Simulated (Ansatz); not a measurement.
# FePt: the cost of one run

Program: Ansatz 0.2.0. Level of theory: DFT r2SCAN, scalar-relativistic, plane waves, PAW. These are calculated values, not measurements.

### 1 The structure to begin with

It takes space group P4/mmm (No. 123, tetragonal). The conventional cell has a = 2.724 Å, b = 2.724 Å, c = 3.720 Å, α = 90.00°, β = 90.00°, γ = 90.00°. Fe (site symmetry 4/mmm) is surrounded by 8 Pt at 2.68 Å and 4 Fe at 2.72 Å. Pt (site symmetry 4/mmm) is surrounded by 8 Fe at 2.68 Å and 4 Pt at 2.72 Å.

As a file:

```cif
data_structure
_symmetry_space_group_name_H-M 'P4/mmm'
_symmetry_Int_Tables_number 123
_cell_length_a 2.7235
_cell_length_b 2.7235
_cell_length_c 3.7200
_cell_angle_alpha 90.000
_cell_angle_beta 90.000
_cell_angle_gamma 90.000
_cell_volume 27.59
loop_
_atom_site_label
_atom_site_type_symbol
_atom_site_symmetry_multiplicity
_atom_site_Wyckoff_symbol
_atom_site_fract_x
_atom_site_fract_y
_atom_site_fract_z
_atom_site_occupancy
Fe1 Fe 1 a 0.00000 0.00000 0.00000 1
Pt1 Pt 1 d 0.50000 0.50000 0.50000 1
```

Source of the structure: the Crystallography Open Database.

(A quick probe on a coarse mesh, which set the mesh and smearing, is not shown.)

### 3 The relaxation

Contents of input.yaml:

```yaml
crystal:
  lattice:
    - [2.7235, 0.0, 0.0]
    - [0.0, 2.7235, 0.0]
    - [0.0, 0.0, 3.72]
  atoms:
    - { symbol: Fe, position: [0.0, 0.0, 0.0], spin: 3.62 }
    - { symbol: Pt, position: [0.5, 0.5, 0.5], spin: 0.43 }
basis:
  ecutwfc: 500
kpoints:
  mp_grid: { grid: [16, 16, 12] }
hamiltonian:
  xc: r2scan
scf:
  occupations: { method: gaussian, width: 0.1 }
output:
  forces: true
  stress: true
  eigenvalues: true
  populations: true
magnetization:
  spin_polarized: true
relax:
  adjacent_minimum: "off"
  f_tol: 0.005
  max_steps: 80
  cell: { stress_tol: 0.05 }
```

On the command line:

```sh
ansatz run input.yaml --threads 1 --pin off --max-ram 2560MiB --backend cpu --events-out ev --progress --plain --runs-dir out
```

Q: Estimate wall time and peak memory on 1 thread of Arm Neoverse V2, shared host.

About 4.1 min, with a peak of 0.72 GiB.
